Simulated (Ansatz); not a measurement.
**CH₆AlNSi: basis-set convergence**

How large a basis does CH₆AlNSi need? Two functionals are run in growing sets.

Computed with Ansatz 0.2.0, Gaussian basis. Level: one geometry, several basis sets.

The runs, in order: PBE0-D4/def2-SVP; ωB97M-V/def2-SVP; PBE0-D4/def2-QZVPP; ωB97M-V/def2-QZVPP; the functionals' def2-TZVPP values are taken from earlier runs.

**1. The geometry**

The geometry comes from an earlier relaxation with PBE0-D4 in a triple-zeta def2 set; it is a stationary point, not always the lowest conformer.

SMILES `[AlH2][N]1C[SiH2]1`, 10 atoms, charge 0, spin multiplicity 1.

Atoms are counted from 1 here; the program's logs count them from 0.

Bond lengths: Al1–N2 1.764 Å, Al1–H5 1.584 Å, Al1–H6 1.585 Å, N2–C3 1.493 Å, N2–Si4 1.711 Å, C3–Si4 1.826 Å, C3–H7 1.089 Å, C3–H8 1.089 Å, Si4–H9 1.480 Å, Si4–H10 1.480 Å. Angles: N2–Al1–H5 117.0°, N2–Al1–H6 119.1°, H5–Al1–H6 123.9°, Al1–N2–C3 137.4°, Al1–N2–Si4 153.5°, C3–N2–Si4 69.1°, N2–C3–Si4 61.1°, N2–C3–H7 115.6°, N2–C3–H8 115.6°, Si4–C3–H7 120.8°, Si4–C3–H8 120.8°, H7–C3–H8 112.8°, N2–Si4–C3 49.8°, N2–Si4–H9 118.8°, N2–Si4–H10 118.8°, C3–Si4–H9 121.4°, C3–Si4–H10 121.4°, H9–Si4–H10 112.7°.

**2. PBE0-D4 in def2-SVP**

File in.yaml:

```yaml
crystal:
  periodic: [false, false, false]
  atoms:
    - {symbol: Al, position_ang: [-0.211763, 1.961451, 0.163836]}
    - {symbol: N, position_ang: [-0.004050, 0.219859, -0.027365]}
    - {symbol: C, position_ang: [-0.123911, -1.001756, 0.822939]}
    - {symbol: Si, position_ang: [0.364006, -1.188254, -0.927243]}
    - {symbol: H, position_ang: [0.051352, 2.862236, -1.111772]}
    - {symbol: H, position_ang: [-0.644219, 2.535351, 1.576132]}
    - {symbol: H, position_ang: [0.612861, -1.094755, 1.619329]}
    - {symbol: H, position_ang: [-1.132434, -1.250664, 1.149492]}
    - {symbol: H, position_ang: [-0.599562, -1.653236, -1.950365]}
    - {symbol: H, position_ang: [1.770820, -1.441533, -1.312183]}
basis:
  gaussian: {orbitals: def2-SVP}
hamiltonian: {xc: pbe0, dispersion: d4}
output: {orbitals: {seedname: orbitals}}
```

Run with:

```bash
> ansatz run in.yaml --threads 2 --pin off --events-out ev --progress --plain --max-ram 4352MiB
```

The runs that follow: ωB97M-V in def2-SVP; PBE0-D4 in def2-QZVPP; ωB97M-V in def2-QZVPP.

Q: Predict the results of all the runs planned. Wanted: PBE0-D4: double and triple zeta above quadruple; ωB97M-V: double and triple zeta above quadruple.

As calculated:

| quantity | value |
| --- | --- |
| PBE0-D4: double and triple zeta above quadruple | 8.77, 0.64 eV |
| ωB97M-V: double and triple zeta above quadruple | 8.87, 0.60 eV |

**Reading.** PBE0-D4 gains 8.13 eV from double to triple zeta, then 0.64 eV more. These are total energies; as a rule much of such shifts cancels in differences, which this series doesn't test. The LUMO of ωB97M-V is positive and keeps falling with the basis (0.93 to 0.40 eV): an unbound level that the basis holds in place.
